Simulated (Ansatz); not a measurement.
A first try at a rigid scan of one bond angle of C2HNSe, SMILES N=C=C=[Se], using Ansatz 0.2.0 through its Python package.

Run as a notebook:

In [1]:
```python
import warnings

import ansatz as az
from ase import Atoms
```

In [2]:
```python
warnings.simplefilter('ignore', az.DeckWarning)
```

In [3]:
```python
atoms = Atoms(['N', 'C', 'C', 'Se', 'H'], positions=[
    [0.7529, 1.2257, 0.5205],
    [0.1931, 0.1487, 0.1886],
    [-0.3483, -0.9767, -0.1466],
    [-0.9666, -2.6018, -0.5903],
    [0.4189, 2.1304, -0.0136],
])
```

In [4]:
```python
first = (
    az.Crystal.molecule_from_ase(atoms).calculation()
    .basis(gaussian='def2-SVP')
    .functional('pbe0')
    .relax(force_tolerance=0.02, max_steps=30)
)
atoms.positions = first.run().report['positions_ang']
```

In [5]:
```python
rows = []
for angle in [90, 100, 110, 120, 135, 150, 165, 179]:
    bent = atoms.copy()
    bent.set_angle(1, 0, 4, angle, indices=[4])
    calc = (
        az.Crystal.molecule_from_ase(bent)
        .basis(gaussian='def2-SVP')
        .functional('pbe0')
    )
    rows.append((angle, calc.run().report['free_energy_ev']))
floor = min(e for _, e in rows)
for angle, e in rows:
    print(f'angle C1-N0-H4 = {angle:3d} deg   {1000 * (e - floor):9.1f} meV')
```
```text
Traceback (most recent call last):
  File "<cell 5>", line 7, in <module>
    .basis(gaussian='def2-SVP')
     ^^^^^
AttributeError: 'Crystal' object has no attribute 'basis'
```

Find the fault and give the corrected session.

The fault: settings are called on the crystal, without .calculation(). Mended:

```diff
--- before
+++ after
@@
     .functional('pbe0')
-    .relax(force_tolerance=0.02, max_steps=30)
+    .relax(force_tolerance=0.02, max_steps=80)
 )
@@
     calc = (
-        az.Crystal.molecule_from_ase(bent)
+        az.Crystal.molecule_from_ase(bent).calculation()
         .basis(gaussian='def2-SVP')
```

The cells in order, each with its output:

(earlier cells as before)

In [4]:
```python
first = (
    az.Crystal.molecule_from_ase(atoms).calculation()
    .basis(gaussian='def2-SVP')
    .functional('pbe0')
    .relax(force_tolerance=0.02, max_steps=80)
)
atoms.positions = first.run().report['positions_ang']
```

In [5]:
```python
rows = []
for angle in [90, 100, 110, 120, 135, 150, 165, 179]:
    bent = atoms.copy()
    bent.set_angle(1, 0, 4, angle, indices=[4])
    calc = (
        az.Crystal.molecule_from_ase(bent).calculation()
        .basis(gaussian='def2-SVP')
        .functional('pbe0')
    )
    rows.append((angle, calc.run().report['free_energy_ev']))
floor = min(e for _, e in rows)
for angle, e in rows:
    print(f'angle C1-N0-H4 = {angle:3d} deg   {1000 * (e - floor):9.1f} meV')
```
```text
angle C1-N0-H4 =  90 deg       390.9 meV
angle C1-N0-H4 = 100 deg       114.8 meV
angle C1-N0-H4 = 110 deg         0.0 meV
angle C1-N0-H4 = 120 deg        18.6 meV
angle C1-N0-H4 = 135 deg       221.3 meV
angle C1-N0-H4 = 150 deg       519.3 meV
angle C1-N0-H4 = 165 deg       781.3 meV
angle C1-N0-H4 = 179 deg       894.6 meV
```

The scan is rigid, and the energies are electronic, in a modest basis. The zero is the lowest point of the grid, which needn't be the minimum. Finished in 56 s on 1 thread of Arm Neoverse V1, on a shared host, peak memory 0.24 GiB.
